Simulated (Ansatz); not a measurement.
# C3H4OSi: small, medium and large basis sets

One table from this session's results is given with a row withheld; the runs are named, their logs left out.

Computed with Ansatz 0.2.0, Gaussian basis. Level: one geometry, several basis sets.

The runs, in order: PBE0-D4/def2-SVP; ωB97M-V/def2-SVP; PBE0-D4/def2-QZVPP; ωB97M-V/def2-QZVPP; the functionals' def2-TZVPP values are taken from earlier runs.

**The relaxed structure**

An earlier PBE0-D4 in a triple-zeta def2 set relaxation fixed the geometry.

9 atoms, charge 0, spin multiplicity 1.

Atoms are counted from 1 here; the program's logs count them from 0.

Bond lengths: C1–C2 1.303 Å, C1–H6 1.086 Å, C1–H7 1.086 Å, C2–C3 1.289 Å, C3–O4 1.425 Å, C3–Si5 1.775 Å, O4–Si5 1.682 Å, Si5–H8 1.477 Å, Si5–H9 1.477 Å. Angles: C2–C1–H6 121.5°, C2–C1–H7 121.4°, H6–C1–H7 117.1°, C1–C2–C3 177.2°, C2–C3–O4 131.8°, C2–C3–Si5 165.9°, O4–C3–Si5 62.3°, C3–O4–Si5 69.1°, C3–Si5–O4 48.6°, C3–Si5–H8 122.2°, C3–Si5–H9 122.2°, O4–Si5–H8 116.8°, O4–Si5–H9 116.8°, H8–Si5–H9 113.4°.

Set-up of the first run:

in.yaml reads:

```yaml
crystal:
  periodic: [false, false, false]
  atoms:
    - {symbol: C, position_ang: [0.971154, 1.565532, -1.375928]}
    - {symbol: C, position_ang: [0.341296, 0.679565, -0.657546]}
    - {symbol: C, position_ang: [-0.231625, -0.200397, 0.089244]}
    - {symbol: O, position_ang: [-1.517253, -0.811963, 0.021449]}
    - {symbol: Si, position_ang: [-0.646096, -1.391827, 1.338454]}
    - {symbol: H, position_ang: [0.890114, 2.628194, -1.164845]}
    - {symbol: H, position_ang: [1.592520, 1.274206, -2.218204]}
    - {symbol: H, position_ang: [-0.189942, -2.795355, 1.270826]}
    - {symbol: H, position_ang: [-1.121668, -0.994254, 2.679451]}
basis:
  gaussian: {orbitals: def2-SVP}
hamiltonian: {xc: pbe0, dispersion: d4}
output: {orbitals: {seedname: orbitals}}
```

Run with:

```bash
$ ansatz run in.yaml --threads 2 --pin off --events-out ev --progress --plain --max-ram 4352MiB
```

Among the steps run: PBE0-D4 in def2-SVP; ωB97M-V in def2-SVP; PBE0-D4 in def2-QZVPP; ωB97M-V in def2-QZVPP.

One of the session's tables, all rows but one given; the rest of the session is left out.

| functional | basis | HOMO (eV) |
| --- | --- | --- |
| PBE0-D4 | def2-SVP | -6.72 |
| PBE0-D4 | def2-TZVPP | ? |
| PBE0-D4 | def2-QZVPP | -6.82 |
| ωB97M-V | def2-SVP | -8.90 |
| ωB97M-V | def2-TZVPP | -8.99 |
| ωB97M-V | def2-QZVPP | -9.02 |

Estimate the missing values for PBE0-D4, def2-TZVPP.

As computed: HOMO (eV): -6.79. In the column «HOMO (eV)» it lies between PBE0-D4, def2-QZVPP (-6.82) and PBE0-D4, def2-SVP (-6.72).
